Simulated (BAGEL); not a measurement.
**triplet CH4SZn at 3 levels**

Wanted: a comparison of 3 runs (UHF/3-21G, ROHF/6-31G*, ROHF/cc-pVDZ) of triplet CH4SZn. 

The calculation is run with BAGEL 1.2.2.

2 further runs of the same task are left out: 2 that didn't finish.

### 1 The structure to begin with

The species is CH4SZn (7 atoms), meant as a triplet with charge 0. As SMILES of the parent species, `C[S][ZnH]`. The shape comes from GFN2-xTB, which is rough for such elements, and wasn't checked as a minimum. That shape belongs to the parent species and isn't relaxed for this state.

Bond lengths: C1–S2 1.831 Å, S2–Zn3 2.230 Å, C1–H4 1.085 Å, C1–H5 1.084 Å, C1–H6 1.085 Å, Zn3–H7 1.512 Å. Angles: C1–S2–Zn3 112.4°, S2–C1–H4 110.2°, S2–C1–H5 110.3°, S2–C1–H6 105.6°, S2–Zn3–H7 149.7°, H4–C1–H5 111.0°, H4–C1–H6 109.9°, H5–C1–H6 109.8°.

### 2 The energy at UHF/3-21G (density fitting with qzvpp-jkfit) (run 1)

hf.json

```json
{ "bagel": [

{
  "title": "molecule",
  "basis": "3-21g",
  "df_basis": "qzvpp-jkfit",
  "angstrom": "true",
  "geometry": [
    { "atom": "C", "xyz": [   -1.025950,    0.675730,   -0.313180 ] },
    { "atom": "S", "xyz": [   -0.050660,   -0.056170,    1.052080 ] },
    { "atom": "Zn", "xyz": [    1.751850,   -1.146390,    0.319020 ] },
    { "atom": "H", "xyz": [   -1.422690,   -0.107220,   -0.950600 ] },
    { "atom": "H", "xyz": [   -0.415390,    1.367470,   -0.882760 ] },
    { "atom": "H", "xyz": [   -1.840410,    1.210790,    0.164740 ] },
    { "atom": "H", "xyz": [    3.003250,   -1.944210,    0.610700 ] }
  ]
},
{ "title": "uhf", "nopen": 2 },
{ "title": "print", "file": "orbitals.molden", "orbitals": "true" }

]}
```

Started as:

```bash
$ BAGEL_NUM_THREADS=1 BAGEL hf.json > hf.out
```

The program printed:

```text
* using 1 threads per process

  ===============================================================
  ===============================================================

  *** Geometry ***

  { "atom" : "C", "xyz" : [     -1.938765,      1.276945,     -0.591824 ] },
  { "atom" : "S", "xyz" : [     -0.095734,     -0.106146,      1.988143 ] },
  { "atom" : "Zn", "xyz" : [      3.310517,     -2.166363,      0.602860 ] },
  { "atom" : "H", "xyz" : [     -2.688494,     -0.202616,     -1.796374 ] },
  { "atom" : "H", "xyz" : [     -0.784973,      2.584144,     -1.668175 ] },
  { "atom" : "H", "xyz" : [     -3.477871,      2.288061,      0.311313 ] },
  { "atom" : "H", "xyz" : [      5.675320,     -3.674024,      1.154056 ] },

  Number of auxiliary basis functions:      539

  Since a DF basis is specified, we compute 2- and 3-index integrals:
    o Being stored without compression. Storage requirement is 0.014 GB

  Number of basis functions:       57
  Number of electrons      :       56

    * METHOD: MOLECULE                             0.19

  *** Open-shell HF ***

  === Nuclear Repulsion ===
   216.4423108081

      * DIIS with orbital gradients will be used.

  === UHF iteration (3-21g) ===
      0      -2204.33590579          0.01710997           0.09
      1      -2204.38344991          0.00535607           0.09
      2      -2204.39055418          0.00271083           0.09
      3      -2204.39205460          0.00117691           0.09
      4      -2204.39279956          0.00027989           0.09
      5      -2204.39291941          0.00015560           0.09
      6      -2204.39296413          0.00008806           0.09
      7      -2204.39299474          0.00004280           0.09
      8      -2204.39300294          0.00001433           0.09
      9      -2204.39300403          0.00000864           0.09
[... 14 lines of this table left out ...]
     24      -2204.39300472          0.00000003           0.09
     25      -2204.39300472          0.00000002           0.09
     26      -2204.39300472          0.00000001           0.09
     27      -2204.39300472          0.00000001           0.09
    * SCF iteration converged.

    * S^2 (UHF) is 2.0057

    * Permanent dipole moment:
           (    1.845467,    -1.145146,    -0.489820) a.u.

    * METHOD: UHF                                  2.70

    * METHOD: PRINT                                0.01

  ===============================================================
```

It took 3.3 s on 1 thread of Arm Neoverse V2, shared host; peak memory 0.098 GiB.

### 3 The energy at ROHF/6-31G(d) (density fitting with qzvpp-jkfit, spherical functions) (run 2)

input.json

```json
{ "bagel": [

{
  "title": "molecule",
  "basis": "6-31gs.json",
  "df_basis": "qzvpp-jkfit",
  "angstrom": "true",
  "geometry": [
    { "atom": "C", "xyz": [   -1.025950,    0.675730,   -0.313180 ] },
    { "atom": "S", "xyz": [   -0.050660,   -0.056170,    1.052080 ] },
    { "atom": "Zn", "xyz": [    1.751850,   -1.146390,    0.319020 ] },
    { "atom": "H", "xyz": [   -1.422690,   -0.107220,   -0.950600 ] },
    { "atom": "H", "xyz": [   -0.415390,    1.367470,   -0.882760 ] },
    { "atom": "H", "xyz": [   -1.840410,    1.210790,    0.164740 ] },
    { "atom": "H", "xyz": [    3.003250,   -1.944210,    0.610700 ] }
  ]
},
{ "title": "rohf", "nopen": 2 },
{ "title": "print", "file": "orbitals.molden", "orbitals": "true" }

]}
```

The basis set 6-31G* is read from a file made from the Basis Set Exchange's data (not shown).

Started as:

```bash
$ BAGEL_NUM_THREADS=1 BAGEL input.json > input.out
```

The program printed:

```text
* using 1 threads per process

  ===============================================================
  ===============================================================

  *** Geometry ***

  { "atom" : "C", "xyz" : [     -1.938765,      1.276945,     -0.591824 ] },
  { "atom" : "S", "xyz" : [     -0.095734,     -0.106146,      1.988143 ] },
  { "atom" : "Zn", "xyz" : [      3.310517,     -2.166363,      0.602860 ] },
  { "atom" : "H", "xyz" : [     -2.688494,     -0.202616,     -1.796374 ] },
  { "atom" : "H", "xyz" : [     -0.784973,      2.584144,     -1.668175 ] },
  { "atom" : "H", "xyz" : [     -3.477871,      2.288061,      0.311313 ] },
  { "atom" : "H", "xyz" : [      5.675320,     -3.674024,      1.154056 ] },

  Number of auxiliary basis functions:      539

  Since a DF basis is specified, we compute 2- and 3-index integrals:
    o Being stored without compression. Storage requirement is 0.024 GB

  Number of basis functions:       74
  Number of electrons      :       56

    * METHOD: MOLECULE                             0.26

  *** Open-shell HF ***

  === Nuclear Repulsion ===
   216.4423108081

      * DIIS with orbital gradients will be used.

  === ROHF iteration (6-31gs.json) ===
      0      -2214.99058582          0.01717379           0.13
      1      -2215.05082464          0.00682970           0.13
      2      -2215.06176506          0.00311805           0.13
      3      -2215.06431681          0.00125567           0.13
      4      -2215.06525062          0.00041141           0.13
      5      -2215.06539132          0.00017217           0.13
      6      -2215.06543335          0.00006783           0.13
      7      -2215.06544483          0.00002430           0.13
      8      -2215.06544758          0.00001025           0.12
      9      -2215.06544815          0.00000511           0.13
[... 14 lines of this table left out ...]
     24      -2215.06544851          0.00000003           0.13
     25      -2215.06544851          0.00000002           0.13
     26      -2215.06544851          0.00000001           0.13
     27      -2215.06544851          0.00000001           0.13
    * SCF iteration converged.

    * S^2 (ROHF) is 2.0000

    * Permanent dipole moment:
           (    1.853630,    -1.146336,    -0.518092) a.u.

    * METHOD: ROHF                                 3.71

    * METHOD: PRINT                                0.01

  ===============================================================
```

Run time: 4.2 s. Hardware: 1 thread of Arm Neoverse V2, shared host; peak memory 0.12 GiB.

### 4 A single-point energy at ROHF/cc-pVDZ (density fitting with qzvpp-jkfit) (run 3)

input.json

```json
{ "bagel": [

{
  "title": "molecule",
  "basis": "cc-pvdz.json",
  "df_basis": "qzvpp-jkfit",
  "angstrom": true,
  "geometry": [
    { "atom": "C", "xyz": [      -1.025950,       0.675730,      -0.313180 ] },
    { "atom": "S", "xyz": [      -0.050660,      -0.056170,       1.052080 ] },
    { "atom": "Zn", "xyz": [       1.751850,      -1.146390,       0.319020 ] },
    { "atom": "H", "xyz": [      -1.422690,      -0.107220,      -0.950600 ] },
    { "atom": "H", "xyz": [      -0.415390,       1.367470,      -0.882760 ] },
    { "atom": "H", "xyz": [      -1.840410,       1.210790,       0.164740 ] },
    { "atom": "H", "xyz": [       3.003250,      -1.944210,       0.610700 ] }
  ]
},

{ "title": "rohf", "nopen": 2 },

{ "title": "print", "file": "orbitals.molden", "orbitals": true }

]}
```

The basis set cc-pVDZ is read from a file made from the Basis Set Exchange's data (not shown).

Started as:

```bash
$ BAGEL_NUM_THREADS=1 BAGEL input.json > input.out
```

The program printed:

```text
* using 1 threads per process

  ===============================================================
  ===============================================================

  *** Geometry ***

  { "atom" : "C", "xyz" : [     -1.938765,      1.276945,     -0.591824 ] },
  { "atom" : "S", "xyz" : [     -0.095734,     -0.106146,      1.988143 ] },
  { "atom" : "Zn", "xyz" : [      3.310517,     -2.166363,      0.602860 ] },
  { "atom" : "H", "xyz" : [     -2.688494,     -0.202616,     -1.796374 ] },
  { "atom" : "H", "xyz" : [     -0.784973,      2.584144,     -1.668175 ] },
  { "atom" : "H", "xyz" : [     -3.477871,      2.288061,      0.311313 ] },
  { "atom" : "H", "xyz" : [      5.675320,     -3.674024,      1.154056 ] },

  Number of auxiliary basis functions:      539

  Since a DF basis is specified, we compute 2- and 3-index integrals:
    o Being stored without compression. Storage requirement is 0.039 GB

  Number of basis functions:       95
  Number of electrons      :       56

    * METHOD: MOLECULE                             0.32

  *** Open-shell HF ***

  === Nuclear Repulsion ===
   216.4423108081

      * DIIS with orbital gradients will be used.

  === ROHF iteration (cc-pvdz.json) ===
      0      -2215.30826131          0.02168922           0.18
      1      -2215.40497224          0.01532511           0.17
      2      -2215.42906545          0.01287159           0.17
      3      -2215.44628297          0.00258128           0.17
      4      -2215.44928695          0.00130201           0.17
      5      -2215.45106671          0.00047019           0.17
      6      -2215.45153859          0.00023373           0.17
      7      -2215.45165595          0.00008829           0.17
      8      -2215.45168123          0.00003270           0.17
      9      -2215.45168563          0.00001887           0.17
[... 19 lines of this table left out ...]
     29      -2215.45168683          0.00000002           0.17
     30      -2215.45168683          0.00000002           0.17
     31      -2215.45168683          0.00000001           0.17
     32      -2215.45168683          0.00000001           0.17
    * SCF iteration converged.

    * S^2 (ROHF) is 2.0000

    * Permanent dipole moment:
           (    1.890171,    -1.167568,    -0.571877) a.u.

    * METHOD: ROHF                                 5.97

    * METHOD: PRINT                                0.02

  ===============================================================
```

Run time: 6.6 s. Hardware: 1 thread of Arm Neoverse V2, shared host; peak memory 0.15 GiB.

### 5 All runs side by side

```tsv
run	level	energy (Eh)	dipole moment (D)	⟨S²⟩	wall time
1	UHF/3-21G (density fitting with qzvpp-jkfit)	-2204.393005	5.66	2.006	3.3 s
2	ROHF/6-31G* (density fitting with qzvpp-jkfit, spherical functions)	-2215.065449	5.69	2.000	4.2 s
3	ROHF/cc-pVDZ (density fitting with qzvpp-jkfit)	-2215.451687	5.83	2.000	6.6 s
```

### 6 Outcome

| quantity | value |
| --- | --- |
| run 3: total energy | -2215.45169 Eh |
| run 3: dipole moment | 5.83 D |
| run 3: ⟨S²⟩ | 2.000 |

What this shows: The dipole moment (its size) runs from 5.66 D (UHF/3-21G) to 5.83 D (ROHF/cc-pVDZ). The two ends differ in method and basis. All runs together took 14 s, the longest 6.6 s.
